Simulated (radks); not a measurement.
# Exchange and kinetic functionals tested on atomic densities: Si³⁺, As, Be³⁺, Zn²⁺, Hg, Ge⁴⁺

An exercise on one series of results from a longer session: the logs are not shown, and one member is left open.

Program: radks (a radial shooting solver on a logarithmic mesh, Libxc functionals) version 1. Level of theory: non-relativistic Kohn-Sham, exchange-only B88, spin-polarised, spherical densities, point nucleus; open shells are filled with parallel spins first. These are calculated values, not measurements, unless marked.

### Starting point

| Item | Value |
| --- | --- |
| species | Si³⁺ ([Ne] 3s1), As ([Ar] 3d10 4s2 4p3), Be³⁺ (1s1), Zn²⁺ ([Ar] 3d10), Hg ([Hg]), Ge⁴⁺ ([Ar] 3d10) |

Set-up of the first run:

Input:

```text
Z 14
configuration [Ne] 3s1
relativity non-relativistic
functional b88,
spin polarised
nucleus point
```

Steps of the session up to this table: Si³⁺, [Ne] 3s1.

One table of the session follows, with a row left open; its other results are not shown here.

It belongs to the step «Si³⁺, [Ne] 3s1». Radial moments (bohr):

| level | <r> | outermost maximum (interpolated) | 90 % within | nodes |
| --- | --- | --- | --- | --- |
| 1s up | 0.1116 | 0.0730 | 0.199 | 0 |
| 1s down | 0.1116 | 0.0730 | 0.199 | 0 |
| 2s up | 0.5689 | 0.455 | 0.896 | 1 |
| 2s down | ? | ? | ? | ? |
| 2p up | 0.5356 | 0.387 | 0.900 | 0 |
| 2p down | 0.5338 | 0.387 | 0.896 | 0 |
| 3s up | 1.848 | 1.64 | 2.73 | 2 |

Q: Estimate the row for 2s down from the others.

The run gave: <r>: 0.5678; outermost maximum (interpolated): 0.455; 90 % within: 0.894; nodes: 1. In the column «<r>» it lies between 2p up (0.5356) and 2s up (0.5689).
